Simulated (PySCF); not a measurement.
# CH₈OSi₂: fields and orbitals

For CH₈OSi₂, the scripts below find what binds its two fragments.

Method: levels as typed in each script, gas phase, geometry from GFN2-xTB; program: PySCF 2.14.0.

### 1 The starting structure

SMILES `C=O.[SiH3][SiH3]`, 12 atoms, charge 0, spin multiplicity 1.

Bond lengths: C1–O2 1.193 Å, C1–H3 1.102 Å, C1–H4 1.102 Å, Si5–Si6 2.301 Å, Si5–H7 1.470 Å, Si5–H8 1.463 Å, Si5–H9 1.469 Å, Si6–H10 1.470 Å, Si6–H11 1.471 Å, Si6–H12 1.463 Å. Angles: O2–C1–H3 122.8°, O2–C1–H4 122.5°, H3–C1–H4 114.7°, Si6–Si5–H7 112.5°, Si6–Si5–H8 114.0°, Si6–Si5–H9 112.3°, H7–Si5–H8 106.3°, H7–Si5–H9 105.1°, H8–Si5–H9 106.0°, Si5–Si6–H10 112.0°, Si5–Si6–H11 112.8°, Si5–Si6–H12 114.5°, H10–Si6–H11 104.5°, H10–Si6–H12 105.8°, H11–Si6–H12 106.6°.

Coordinates:

```xyz
12
charge 0, multiplicity 1
C    -2.55559   -0.08797    0.31902
O    -1.73014   -0.15885   -0.53936
H    -2.31734    0.20946    1.35270
H    -3.61924   -0.31342    0.13788
Si    1.17527   -1.08570    0.04282
Si    0.88530    1.19625    0.00395
H     0.42028   -1.72995    1.12706
H     0.77507   -1.75844   -1.19278
H     2.57574   -1.46493    0.27460
H     2.15185    1.91497    0.20717
H     0.01198    1.67850    1.08443
H     0.32832    1.71468   -1.24502
```

### 2 Binding of the two fragments (r2SCAN/def2-svpd)

File input.py:

```python
import numpy as np
from pyscf import gto, scf, dft
from pyscf.scf import atom_ks, atom_hf
from scipy.linalg import block_diag
from pyscf.dispersion import dftd3

def solve(mol, dm0=None, hcore=None):
    mf = (dft.UKS if mol.spin else dft.RKS)(mol, xc='r2scan')
    mf.grids.level = 3
    mf = mf.density_fit(auxbasis='def2-universal-jkfit')
    mf.conv_tol, mf.max_cycle = 1e-8, 80
    if hcore is not None:
        mf.get_hcore = lambda *args: hcore
    mf.kernel(dm0)
    if not mf.converged:
        mf = mf.newton().run(mf.mo_coeff, mf.mo_occ, max_cycle=30)
    assert mf.converged, 'SCF not converged'
    return mf

mol = gto.M(atom='''
C     -2.55559    -0.08797     0.31902
O     -1.73014    -0.15885    -0.53936
H     -2.31734     0.20946     1.35270
H     -3.61924    -0.31342     0.13788
Si     1.17527    -1.08570     0.04282
Si     0.88530     1.19625     0.00395
H      0.42028    -1.72995     1.12706
H      0.77507    -1.75844    -1.19278
H      2.57574    -1.46493     0.27460
H      2.15185     1.91497     0.20717
H      0.01198     1.67850     1.08443
H      0.32832     1.71468    -1.24502
''', basis='def2-svpd', charge=0, spin=0, verbose=4)
mol_a = gto.M(atom='''
C     -2.55559    -0.08797     0.31902
O     -1.73014    -0.15885    -0.53936
H     -2.31734     0.20946     1.35270
H     -3.61924    -0.31342     0.13788
ghost-Si     1.17527    -1.08570     0.04282
ghost-Si     0.88530     1.19625     0.00395
ghost-H      0.42028    -1.72995     1.12706
ghost-H      0.77507    -1.75844    -1.19278
ghost-H      2.57574    -1.46493     0.27460
ghost-H      2.15185     1.91497     0.20717
ghost-H      0.01198     1.67850     1.08443
ghost-H      0.32832     1.71468    -1.24502
''', basis='def2-svpd', charge=0, spin=0, verbose=4)
mol_b = gto.M(atom='''
ghost-C     -2.55559    -0.08797     0.31902
ghost-O     -1.73014    -0.15885    -0.53936
ghost-H     -2.31734     0.20946     1.35270
ghost-H     -3.61924    -0.31342     0.13788
Si     1.17527    -1.08570     0.04282
Si     0.88530     1.19625     0.00395
H      0.42028    -1.72995     1.12706
H      0.77507    -1.75844    -1.19278
H      2.57574    -1.46493     0.27460
H      2.15185     1.91497     0.20717
H      0.01198     1.67850     1.08443
H      0.32832     1.71468    -1.24502
''', basis='def2-svpd', charge=0, spin=0, verbose=4)
ab, a, b = solve(mol), solve(mol_a), solve(mol_b)
e_int = ab.e_tot - a.e_tot - b.e_tot
print('counterpoise-corrected interaction energy / kcal/mol', e_int * 627.5095)
def disp(atoms, charge):
    m = gto.M(atom=atoms, charge=charge, basis='sto-3g', spin=None, unit='Bohr', verbose=0)
    return dftd3.DFTD3Dispersion(m, xc='r2scan', version='d3bj').get_dispersion()['energy']
e_disp = disp(mol._atom, mol.charge) - disp(mol._atom[:4], mol_a.charge) - disp(mol._atom[4:], mol_b.charge)
print('D3(BJ) part / kcal/mol', e_disp * 627.5095)
# spherically averaged free atoms, for the promolecule
atm = atom_ks.get_atm_nrks(mol, xc='r2scan')
pro = block_diag(*[(atm[a[0]][2] * atm[a[0]][3]) @ atm[a[0]][2].T for a in mol._atom])
np.savez('result.npz', e_int=e_int, e_disp=e_disp, dm_a=a.make_rdm1(), dm_b=b.make_rdm1(), c=ab.mo_coeff, occ=ab.mo_occ, eps=ab.mo_energy, pro=pro, d=[f.dip_moment(verbose=0) for f in (ab, a, b)])
```

Launch:

```bash
$ OMP_NUM_THREADS=1 python input.py
```

What does the calculation give? Wanted: interaction energy, counterpoise.

As calculated:

```
                                           quantity          value
interaction energy, counterpoise (r2SCAN/def2-svpd)  -2.8 kcal/mol
```

What this shows: The counterpoise-corrected interaction energy of the frozen fragments is −2.8 kcal/mol without dispersion correction and −3.5 kcal/mol with D3(BJ). The pair geometry is semi-empirical, not a minimum at this level. All values hold at the given geometry, in the gas phase.
